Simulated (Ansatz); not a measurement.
**CdAu: how the settings move a single-point run**

Aim: see which settings change the result for CdAu, by how much, and at what cost.

Computed with Ansatz 0.2.0 (reference: DFT, PBEsol, PAW with Ansatz's default frozen-core files, scalar-relativistic; levels and slopes on a fine mesh, independent-particle optical spectra, unless a step's input says otherwise).

## 1. The system as given

It takes space group Pm-3m (No. 221, cubic). The conventional cell has a = 3.317 Å, b = 3.317 Å, c = 3.317 Å, α = 90.00°, β = 90.00°, γ = 90.00°. Cd (site symmetry m-3m) is surrounded by 8 Au at 2.87 Å. Au (site symmetry m-3m) is surrounded by 8 Cd at 2.87 Å.

Coordinates:

```xyz
2
Lattice="3.3172 0.0000 0.0000 0.0000 3.3172 0.0000 0.0000 0.0000 3.3172" Properties=species:S:1:pos:R:3 pbc="T T T"
Cd    1.6586    1.6586    1.6586
Au    0.0000    0.0000    0.0000
```

## 2. Reference

Contents of input.yaml:

```yaml
crystal:
  lattice:
    - [3.31722076355, 0.0, 0.0]
    - [0.0, 3.31722076355, 0.0]
    - [0.0, 0.0, 3.31722076355]
  atoms:
    - { symbol: Cd, position: [0.5, 0.5, 0.5] }
    - { symbol: Au, position: [0.0, 0.0, 0.0] }
kpoints:
  mp_grid: { grid: [10, 10, 10] }
scf:
  occupations: { method: fermi_dirac, width: 0.08 }
hamiltonian:
  xc: pbesol
  pseudopotentials: { kind: paw }
output:
  forces: true
  stress: true
  eigenvalues: true
  eigenstates:
    nscf_kmesh: { grid: [16, 16, 16] }
    de_dk: true
    e_range: [-14, 14]
  optics:
    e_range: [0, 30]
    de: 0.2
    sigma: 0.2
    bands: { spectra_wanted_up_to: 30 }
    nscf_kmesh: { grid: [16, 16, 16] }
    drude_damping: 0.1
checkpoint:
  write: ck
  write_wavefunctions: false
```

Command:

```sh
> ansatz run input.yaml --threads 1 --pin off --max-ram 3072MiB --backend cpu --events-out ev --progress --plain --runs-dir out
```

## 3. Variant: preconditioner local_kerker, hubbard.sites [{species: Au, l: d, u_eff: 2.0}], hubbard.double_counting amf

input.yaml: that of step 2 with these lines changed.

```diff
@@ -12,2 +12,3 @@
   occupations: { method: fermi_dirac, width: 0.08 }
+  mixing: { preconditioner: local_kerker }
 hamiltonian:
@@ -15,2 +16,3 @@
   pseudopotentials: { kind: paw }
+  hubbard: { sites: [{ species: Au, l: d, u_eff: 2.0 }], double_counting: amf }
 output:
```

## 4. Changing settings: preconditioner resta, mixing.algorithm msr1, mixing.beta 0.2

input.yaml: that of step 2 with these lines changed.

```diff
@@ -12,2 +12,3 @@
   occupations: { method: fermi_dirac, width: 0.08 }
+  mixing: { preconditioner: resta, algorithm: msr1, beta: 0.2 }
 hamiltonian:
```

Before running it: what results should come out? Wanted: for each run, ending; energy change; pressure; gap; force.

As calculated:

| run | ending | energy change | pressure (GPa) | gap (eV) | force (eV/Å) | cycles | time |
| --- | --- | --- | --- | --- | --- | --- | --- |
| reference | converged | 0 | 0.0 | 0.00 | 0.00 | - | 1.9 min |
| 1: preconditioner local_kerker, hubbard.sites [{species: Au, l: d, u_eff: 2.0}], hubbard.double_counting amf | converged | -0.2 meV/atom (U changed: no physical gain or loss) | 0.0 | 0.00 | 0.00 | 10 | 2.6 min |
| 2: preconditioner resta, mixing.algorithm msr1, mixing.beta 0.2 | converged | 0.0 meV/atom | 0.0 | 0.00 | 0.00 | 8 | 2 min |

Residual by cycle in the longest SCF loop of each run; runs are numbered as in the table. The quantity is the density residual dr2, in eV.

| cycle | reference | run 1 | run 2 |
| --- | --- | --- | --- |
| 1 | 0.00705 | 15.9 | 0.00705 |
| 2 | 8.4e-4 | 0.929 | 0.00195 |
| 3 | 4.3e-5 | 0.0751 | 7.7e-5 |
| 4 | 2.2e-6 | 0.00321 | 1.4e-5 |
| 5 | 2.9e-7 | 4.3e-5 | 4.6e-7 |
| 6 | 2.7e-8 | 1.2e-5 | 3.0e-8 |
| 7 | 9.0e-10 | 1.9e-7 | 2.6e-10 |
| 8 | 1.2e-11 | 2.9e-9 | 1.5e-12 |
| 9 | 5.4e-13 | 2.7e-11 | - |
| 10 | - | 1.8e-12 | - |

What this shows: «preconditioner resta, mixing.algorithm msr1, mixing.beta 0.2» leaves the energy as it was. A changed U is a change of model: its shifts are not errors of convergence.
